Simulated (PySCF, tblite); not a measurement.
# C₃H₈F₃NOSi₂: infrared bands and NMR shifts

What infrared bands and NMR shifts should C₃H₈F₃NOSi₂ (`FC(F)(F)O[C@H]1C[SiH2]N[SiH2]1`) show?

The runs use tblite 0.8.0 and PySCF 2.14.0, with density-fitted response routines of our own; the level of theory stands in each step. All values are computed, except where a source is named. Atoms are numbered from 0 throughout.

**1. Starting geometry**

18 atoms, charge 0, multiplicity 1; geometry from: GFN2-xTB.

Bonds of the start (Å): F0–C1 1.35, C1–F2 1.33, C1–F3 1.35, C1–O4 1.30, O4–C5 1.47, C5–C6 1.52, C6–Si7 1.90, Si7–N8 1.74, N8–Si9 1.73, Si9–C5 1.92, C5–H10 1.09, C6–H11 1.09, C6–H12 1.09, Si7–H13 1.46, Si7–H14 1.46, N8–H15 1.00, Si9–H16 1.47, Si9–H17 1.46.

**2. Harmonic vibrations with GFN2-xTB**

What the job is given:

```
{"job": {"kind": "ir", "xc": "GFN2-xTB", "basis": "xTB"}, "charge": 0, "multiplicity": 1}
F      2.639080     0.930122     0.747543
C      2.432885     0.598692    -0.545927
F      2.981079     1.573624    -1.271752
F      3.210417    -0.494112    -0.735675
O      1.188042     0.430195    -0.886306
C      0.448738    -0.586803    -0.131856
C     -0.325868     0.078568     0.996520
Si    -1.820095     0.965148     0.220448
N     -2.047366    -0.182685    -1.073070
Si    -0.778397    -1.300279    -1.420256
H      1.173982    -1.309186     0.249293
H      0.319030     0.738885     1.575271
H     -0.665178    -0.706190     1.672763
H     -1.511997     2.306307    -0.278126
H     -2.996396     0.956206     1.092518
H     -2.870565    -0.145924    -1.648242
H     -1.151273    -2.675596    -1.072231
H     -0.234876    -1.170655    -2.767329
```

**Question.** This job is followed by: GIAO PBE0/pcSseg-1 NMR shielding, non-relativistic, gas phase. What will the session give for the following? strongest single infrared mode (GFN2-xTB); zero-point energy (GFN2-xTB); 13C shifts against TMS (PBE0/pcSseg-1); 1H shifts against TMS (PBE0/pcSseg-1); 19F shifts against CFCl3 (PBE0/pcSseg-1, means over atoms taken as alike); 17O shifts against H2O (PBE0/pcSseg-1); 29Si shifts against TMS (PBE0/pcSseg-1); 15N shifts against NH3 (PBE0/pcSseg-1).

As calculated:

| quantity | value |
| --- | --- |
| strongest single infrared mode (GFN2-xTB) | 1253 cm⁻¹, 665 km/mol |
| zero-point energy (GFN2-xTB) | 69.6 kcal/mol |
| 13C shifts against TMS (PBE0/pcSseg-1) | 132.1, 74.2, 18.6 ppm |
| 1H shifts against TMS (PBE0/pcSseg-1) | 5.19, 5.11, 5.10, 5.08, 4.83, 1.92, 1.07, -0.39 ppm |
| 19F shifts against CFCl3 (PBE0/pcSseg-1, means over atoms taken as alike) | -73.0 ppm |
| 17O shifts against H2O (PBE0/pcSseg-1) | 116.6 ppm |
| 29Si shifts against TMS (PBE0/pcSseg-1) | -17.8, -20.7 ppm |
| 15N shifts against NH3 (PBE0/pcSseg-1) | 5.4 ppm |

In words: No mode is imaginary among the 48: a minimum at this level. The strongest single mode, at 1253 cm⁻¹, moves mainly C1. GFN2-xTB is a fitted tight-binding method: band positions and strengths are rough. Its intensities can rank the bands wrongly. At PBE0/pcSseg-1: The largest span, 199 ppm, is at F0, F2, F3, where the paramagnetic term is -228 ppm.
